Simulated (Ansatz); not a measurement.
**WB+ (triplet): from Hartree-Fock to the top rungs, def2-SVP**

One table from this session's results is given with a row withheld; the runs are named, their logs left out.

Method: def2-SVP, core rule «outside noble gas», up to 5 orbitals frozen; program: Ansatz 0.2.0, Gaussian basis.

To be run: UHF; CCSD(T) on ROHF; CCSD(T) on UHF; CISD as a restricted active space (open shells left free, so some higher excitations enter); CCSDT(Q) on ROHF; CCSDT(Q) on UHF; CASSCF and MRCISD+Q, 8 electrons in 10 orbitals; CASSCF and NEVPT2, 8 electrons in 10 orbitals.

17 further runs of the same task are left out: 5 for a known fault of the program, 4 that didn't finish, 8 set aside as unsound or not needed. Runs told in other sessions of the task aren't counted.

## What is computed

The geometry is a PBE0/def2-TZVP stationary point (not a proven minimum) of the parent state, kept for this charge and spin. No spin-orbit coupling is included. Elements past krypton take def2 core potentials.

2 atoms, charge 1, spin multiplicity 3.

Atoms are counted from 1 here; the program's logs count them from 0.

Bond lengths: W1–B2 1.852 Å.

As a file:

```
W     0.0000    0.0000    0.0000
B     0.0000    0.0000    1.8519
```

Set-up of the first run:

in.yaml

```yaml
crystal:
  periodic: [false, false, false]
  atoms:
    - {symbol: W, position_ang: [0.000000, 0.000000, 0.000000]}
    - {symbol: B, position_ang: [0.000000, 0.000000, 1.851934]}
basis:
  gaussian: {orbitals: def2-SVP}
total_charge: 1
magnetization: {spin_polarized: true, initial_magnetization: 2}
hamiltonian: {xc: hf}
output: {orbitals: {seedname: orbitals}}
```

Launch:

```bash
$ ansatz run in.yaml --threads 1 --pin off --events-out ev --progress --plain --max-ram 2393MiB
```

Among the steps run: UHF; CCSD(T) on ROHF; CCSD(T) on UHF; CISD as a restricted active space (open shells left free, so some higher excitations enter); CCSDT(Q) on ROHF; CCSDT(Q) on UHF; CASSCF and MRCISD+Q, 8 electrons in 10 orbitals; CASSCF and NEVPT2, 8 electrons in 10 orbitals.

One of the session's tables, all rows but one given; the rest of the session is left out.

It belongs to the step «Misses and costs». 

```
          method  from RCCSDT(Q) (kJ/mol)
            ROHF                   +591.8
            RMP2                    +57.9
            UMP2                   +182.3
           RCCSD                    +46.8
           UCCSD                    +42.8
        RCCSD(T)                        ?
        UCCSD(T)                    +12.9
          RCCSDT                     +4.1
          UCCSDT                     +0.3
       RCCSDT(Q)                        0
       UCCSDT(Q)                     -6.5
  CASSCF valence                   +239.1
  NEVPT2 valence                    +49.5
  MRCISD valence                    +10.7
MRCISD+Q valence                      0.0
```

Estimate the missing values for RCCSD(T).

The run gave: from RCCSDT(Q) (kJ/mol): +7.5. In the column «from RCCSDT(Q) (kJ/mol)» it lies between RCCSDT (+4.1) and MRCISD valence (+10.7).

Not comparable, so not listed: CISD as a restricted active space (open shells left free, so some higher excitations enter) (they don't share determinant, frozen orbitals or solution with the rows shown, or repeat one).

To keep in mind: The determinant of HF (⟨S²⟩ 3.31) is far from a pure spin state, so its energy mixes those of several spin states; that is harmless only where they are near-degenerate. The determinant of CCSD(T) (⟨S²⟩ 3.18) is far from a pure spin state, so its energy mixes those of several spin states; high orders of coupled cluster remove much of that, low ones don't. The determinant of CCSDT(Q) (⟨S²⟩ 3.18) is far from a pure spin state, so its energy mixes those of several spin states; high orders of coupled cluster remove much of that, low ones don't. Left out of the table: UHF (another determinant or state than the rows shown). Warnings: spin contamination; coupled cluster took another determinant than the lowest; large T1 diagnostic. Restricted and unrestricted rows rest on different reference determinants; a gap between their highest levels can come from leftover correlation error, from unlike frozen cores or from another state.
